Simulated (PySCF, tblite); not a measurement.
# C₂H₆O₃SSi: geometry, infrared bands and NMR shifts

What infrared bands and NMR shifts should C₂H₆O₃SSi (`C=CS(=O)(=O)O[SiH3]`) show?

The runs use tblite 0.8.0 and PySCF 2.14.0, with density-fitted response routines of our own; the level of theory stands in each step. All values are computed, except where a source is named. Atoms are numbered from 0 throughout.

### 1 The molecule as given

13 atoms, charge 0, multiplicity 1; geometry from: force field or distance geometry start.

Bonds of the start (Å): C0–C1 1.33, C1–S2 1.76, S2–O3 1.44, S2–O4 1.44, S2–O5 1.62, O5–Si6 1.66, C0–H7 1.09, C0–H8 1.09, C1–H9 1.07, Si6–H10 1.48, Si6–H11 1.49, Si6–H12 1.47.

### 2 Relaxing the molecule with GFN2-xTB

Job settings and geometry (Å):

```
{"job": {"kind": "relax", "xc": "GFN2-xTB", "basis": "xTB"}, "charge": 0, "multiplicity": 1}
C     -2.362800     0.504200     0.437300
C     -1.722200    -0.450100    -0.237700
S     -0.043100    -0.817600     0.141500
O      0.112700    -0.803500     1.570200
O      0.323400    -1.963500    -0.655500
O      0.613100     0.522900    -0.495600
Si     2.254500     0.529400    -0.279100
H     -3.403300     0.733000     0.216400
H     -1.890400     1.083200     1.226400
H     -2.187000    -1.043300    -1.001700
H      2.891500    -0.675500    -0.863100
H      2.602500     0.673100     1.157600
H      2.806800     1.708300    -0.970900
```

Launch:

```console
OMP_NUM_THREADS=1 python probes_run.py task.json out
```

The driver reads the jobs from task.json and runs them one after another.

**Question.** This job is followed by: GFN2-xTB harmonic vibrations, gas phase; GIAO PBE0/pcSseg-1 NMR shielding, non-relativistic, gas phase. Predict these results of the whole session: strongest single infrared mode (GFN2-xTB); zero-point energy (GFN2-xTB); ¹³C shifts against TMS (PBE0/pcSseg-1); ¹H shifts against TMS (PBE0/pcSseg-1, means over atoms taken as alike); ³³S shifts against CS2 (PBE0/pcSseg-1); ¹⁷O shifts against H2O (PBE0/pcSseg-1, means over atoms taken as alike); ²⁹Si shifts against TMS (PBE0/pcSseg-1).

As calculated:

```
                                                               quantity                       value
                              strongest single infrared mode (GFN2-xTB)        805 cm⁻¹, 490 km/mol
                                           zero-point energy (GFN2-xTB)               49.4 kcal/mol
                                 ¹³C shifts against TMS (PBE0/pcSseg-1)            145.7, 135.9 ppm
 ¹H shifts against TMS (PBE0/pcSseg-1, means over atoms taken as alike)  6.71, 6.59, 6.45, 5.04 ppm
                                 ³³S shifts against CS2 (PBE0/pcSseg-1)                     301 ppm
¹⁷O shifts against H2O (PBE0/pcSseg-1, means over atoms taken as alike)            218.8, 185.6 ppm
                                ²⁹Si shifts against TMS (PBE0/pcSseg-1)                   -41.4 ppm
```

Relaxing lowered the energy by 0.257 eV in 101 steps; the close pair that moved most is S2–O5, from 1.623 to 1.586 Å. All 33 modes are real, so the xTB geometry is a minimum. The strongest single mode, at 805 cm⁻¹, is spread over several atoms, H12, Si6, H11, H10 among them. GFN2-xTB is a fitted tight-binding method: band positions and strengths are rough. Its intensities can rank the bands wrongly. C1 (alkene CH) lies farthest downfield among carbon, at 145.7 ppm; as expected for a trigonal carbon in a double bond. At PBE0/pcSseg-1: The largest span, 341 ppm, is at S2, where the paramagnetic term is -851 ppm.
